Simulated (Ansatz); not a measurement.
# HfBr₂F₂: up Jacob's ladder to CCSD(T)

One table from this session's results is given with a row withheld; the runs are named, their logs left out.

Method: functionals in def2-TZVPP, the program's frozen cores in correlated methods; program: Ansatz 0.2.0, Gaussian basis.

Plan: LDA (SPW92), PBE-D4, revPBE-D4, BLYP-D4, r2SCAN-D4, B97M-V, PBE0-D4, B3LYP-D4, r2SCANh-D4, r2SCAN0-D4, HSE06-D4, BHLYP-D4, CAM-B3LYP-D4, LC-ωPBE, ωB97X-V, ωB97M-V, B2PLYP, PBE-QIDH; CCSD(T)/def2-SVP; CCSD(T)/def2-TZVPP; MP2/def2-QZVPP; extrapolation to the limit; RPA on PBE.

**The relaxed structure**

All runs share one geometry, relaxed beforehand with PBE0-D4 in a triple-zeta def2 set. Hf takes the def2 core potential; no spin-orbit term is included.

SMILES `[F][Hf]([F])([Br])[Br]`, 5 atoms, charge 0, spin multiplicity 1.

Atoms are counted from 1 here; the program's logs count them from 0.

Bond lengths: F1–Hf2 1.883 Å, Hf2–F3 1.883 Å, Hf2–Br4 2.486 Å, Hf2–Br5 2.486 Å. Angles: F1–Hf2–F3 108.1°, F1–Hf2–Br4 109.4°, F1–Hf2–Br5 109.4°, F3–Hf2–Br4 109.4°, F3–Hf2–Br5 109.4°, Br4–Hf2–Br5 111.1°.

Geometry (Å):

```
F     0.18263   -0.61809    1.84433
Hf    0.08409   -0.09720    0.03726
F     1.35274   -1.09849   -0.92944
Br   -2.19100   -0.58170   -0.83856
Br    0.62154    2.32189   -0.15499
```

Set-up of the first run:

File in.yaml:

```yaml
crystal:
  periodic: [false, false, false]
  atoms:
    - {symbol: F, position_ang: [0.182635, -0.618093, 1.844329]}
    - {symbol: Hf, position_ang: [0.084089, -0.097204, 0.037258]}
    - {symbol: F, position_ang: [1.352738, -1.098487, -0.929437]}
    - {symbol: Br, position_ang: [-2.190997, -0.581703, -0.838561]}
    - {symbol: Br, position_ang: [0.621536, 2.321887, -0.154989]}
basis:
  gaussian: {orbitals: def2-TZVPP}
hamiltonian: {xc: lda}
output: {orbitals: {seedname: orbitals}}
```

Run with:

```console
$ ansatz run in.yaml --threads 4 --pin off --events-out ev --progress --plain --max-ram 10444MiB
```

Steps of the session up to this table: LDA; PBE-D4 (GGA); revPBE-D4 (GGA); BLYP-D4 (GGA); r2SCAN-D4 (meta-GGA); B97M-V (meta-GGA); B3LYP-D4 (hybrid); r2SCANh-D4 (hybrid); r2SCAN0-D4 (hybrid); HSE06-D4 (hybrid); BHLYP-D4 (hybrid); CAM-B3LYP-D4 (range-separated); LC-ωPBE (range-separated); ωB97X-V (range-separated); ωB97M-V (range-separated); B2PLYP (double hybrid); PBE-QIDH (double hybrid).

One of the session's tables, all rows but one given; the rest of the session is left out.

It belongs to the step «Frontier levels by functional». 

```
  functional  HOMO (eV)  LUMO (eV)  gap (eV)
 LDA (SPW92)      -7.97      -2.92      5.05
      PBE-D4      -7.78      -2.64      5.13
   revPBE-D4      -7.71      -2.54      5.17
     BLYP-D4      -7.59      -2.51      5.09
   r2SCAN-D4      -8.14      -2.48      5.67
      B97M-V      -8.17      -2.40      5.78
     PBE0-D4      -9.06      -1.87      7.19
    B3LYP-D4      -8.79      -2.07      6.72
  r2SCANh-D4      -8.61      -2.20      6.41
  r2SCAN0-D4      -9.31      -1.77      7.54
    HSE06-D4          ?          ?         ?
    BHLYP-D4     -10.17      -0.94      9.24
CAM-B3LYP-D4     -10.35      -0.79      9.55
     LC-ωPBE     -11.72       0.35     12.08
     ωB97X-V     -11.36       0.27     11.63
     ωB97M-V     -11.22       0.18     11.40
```

Q: Estimate the row for HSE06-D4 from the others.

The run gave: HOMO (eV): -8.67; LUMO (eV): -2.25; gap (eV): 6.42. In the column «HOMO (eV)» it lies between B3LYP-D4 (-8.79) and r2SCANh-D4 (-8.61).
